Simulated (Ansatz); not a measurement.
# C2H6Cl2Se2Zr: up Jacob's ladder to CCSD(T)

One table from this session's results is given with a row withheld; the runs are named, their logs left out.

The runs use Ansatz 0.2.0, Gaussian basis; functionals in def2-TZVPP, the program's frozen cores in correlated methods.

The runs, in order: LDA (SPW92), PBE-D4, revPBE-D4, BLYP-D4, r2SCAN-D4, B97M-V, PBE0-D4, B3LYP-D4, r2SCANh-D4, r2SCAN0-D4, HSE06-D4, BHLYP-D4, CAM-B3LYP-D4, LC-ωPBE, ωB97X-V, ωB97M-V, B2PLYP, PBE-QIDH; CCSD(T)/def2-SVP; CCSD(T)/def2-TZVPP; MP2/def2-QZVPP; extrapolation to the limit; RPA on PBE.

### The relaxed structure

All runs share one geometry, relaxed beforehand with PBE0-D4 in a triple-zeta def2 set. Zr takes the def2 core potential; no spin-orbit term is included.

13 atoms, charge 0, spin multiplicity 1.

Atoms are counted from 1 here; the program's logs count them from 0.

Bond lengths: C1–Se2 1.973 Å, C1–H8 1.087 Å, C1–H9 1.087 Å, C1–H10 1.095 Å, Se2–Zr3 2.516 Å, Zr3–Cl4 2.350 Å, Zr3–Cl5 2.332 Å, Zr3–Se6 2.527 Å, Se6–C7 1.972 Å, C7–H11 1.088 Å, C7–H12 1.094 Å, C7–H13 1.087 Å. Angles: Se2–C1–H8 107.2°, Se2–C1–H9 108.3°, Se2–C1–H10 113.0°, H8–C1–H9 111.3°, H8–C1–H10 108.0°, H9–C1–H10 109.1°, C1–Se2–Zr3 86.5°, Se2–Zr3–Cl4 111.8°, Se2–Zr3–Cl5 109.5°, Se2–Zr3–Se6 105.6°, Cl4–Zr3–Cl5 111.4°, Cl4–Zr3–Se6 108.9°, Cl5–Zr3–Se6 109.5°, Zr3–Se6–C7 88.0°, Se6–C7–H11 107.7°, Se6–C7–H12 112.9°, Se6–C7–H13 108.3°, H11–C7–H12 108.3° and more.

The first run:

File in.yaml:

```yaml
crystal:
  periodic: [false, false, false]
  atoms:
    - {symbol: C, position_ang: [0.054191, -2.776030, 0.111811]}
    - {symbol: Se, position_ang: [-0.433935, -2.218363, -1.717229]}
    - {symbol: Zr, position_ang: [-0.724883, 0.094705, -0.769776]}
    - {symbol: Cl, position_ang: [-2.053226, 0.085105, 1.168559]}
    - {symbol: Cl, position_ang: [-1.616785, 1.498809, -2.403842]}
    - {symbol: Se, position_ang: [1.600445, 0.877726, -0.165225]}
    - {symbol: C, position_ang: [0.787147, 2.540231, 0.516279]}
    - {symbol: H, position_ang: [1.004306, -3.300663, 0.044496]}
    - {symbol: H, position_ang: [-0.729246, -3.426548, 0.491744]}
    - {symbol: H, position_ang: [0.182043, -1.931965, 0.796884]}
    - {symbol: H, position_ang: [1.262748, 3.374285, 0.005528]}
    - {symbol: H, position_ang: [-0.289976, 2.593962, 0.331744]}
    - {symbol: H, position_ang: [0.957172, 2.588745, 1.589037]}
basis:
  gaussian: {orbitals: def2-TZVPP}
hamiltonian: {xc: lda}
output: {orbitals: {seedname: orbitals}}
```

The run is started by

```bash
> ansatz run in.yaml --threads 4 --pin off --events-out ev --progress --plain --max-ram 66560MiB --backend cuda --devices 0, --max-vram 37GiB
```

Among the steps run: LDA; PBE-D4 (GGA); revPBE-D4 (GGA); BLYP-D4 (GGA); r2SCAN-D4 (meta-GGA); B97M-V (meta-GGA); PBE0-D4 (hybrid); B3LYP-D4 (hybrid); r2SCANh-D4 (hybrid); r2SCAN0-D4 (hybrid); HSE06-D4 (hybrid); BHLYP-D4 (hybrid); CAM-B3LYP-D4 (range-separated); LC-ωPBE (range-separated); ωB97X-V (range-separated); ωB97M-V (range-separated); B2PLYP (double hybrid); PBE-QIDH (double hybrid).

One table of the session follows, with a row left open; its other results are not shown here.

It belongs to the step «Frontier levels by functional». 

| functional | HOMO (eV) | LUMO (eV) | gap (eV) |
| --- | --- | --- | --- |
| LDA (SPW92) | -6.19 | -3.33 | 2.86 |
| PBE-D4 | -6.03 | -3.11 | 2.92 |
| revPBE-D4 | -5.98 | -3.03 | 2.95 |
| BLYP-D4 | -5.86 | -2.96 | 2.89 |
| r2SCAN-D4 | -6.30 | -3.00 | 3.30 |
| B97M-V | -6.34 | -2.96 | 3.38 |
| PBE0-D4 | -7.13 | -2.36 | 4.78 |
| B3LYP-D4 | -6.90 | -2.53 | 4.37 |
| r2SCANh-D4 | -6.70 | -2.72 | 3.99 |
| r2SCAN0-D4 | -7.31 | -2.28 | 5.03 |
| HSE06-D4 | -6.74 | -2.73 | 4.01 |
| BHLYP-D4 | -8.07 | -1.42 | 6.66 |
| CAM-B3LYP-D4 | -8.36 | -1.31 | 7.05 |
| LC-ωPBE | ? | ? | ? |
| ωB97X-V | -9.36 | -0.34 | 9.02 |
| ωB97M-V | -9.22 | -0.41 | 8.81 |

Estimate the missing values for LC-ωPBE.

The run gave: HOMO (eV): -9.69; LUMO (eV): -0.28; gap (eV): 9.41. In the column «HOMO (eV)» it is the lowest.
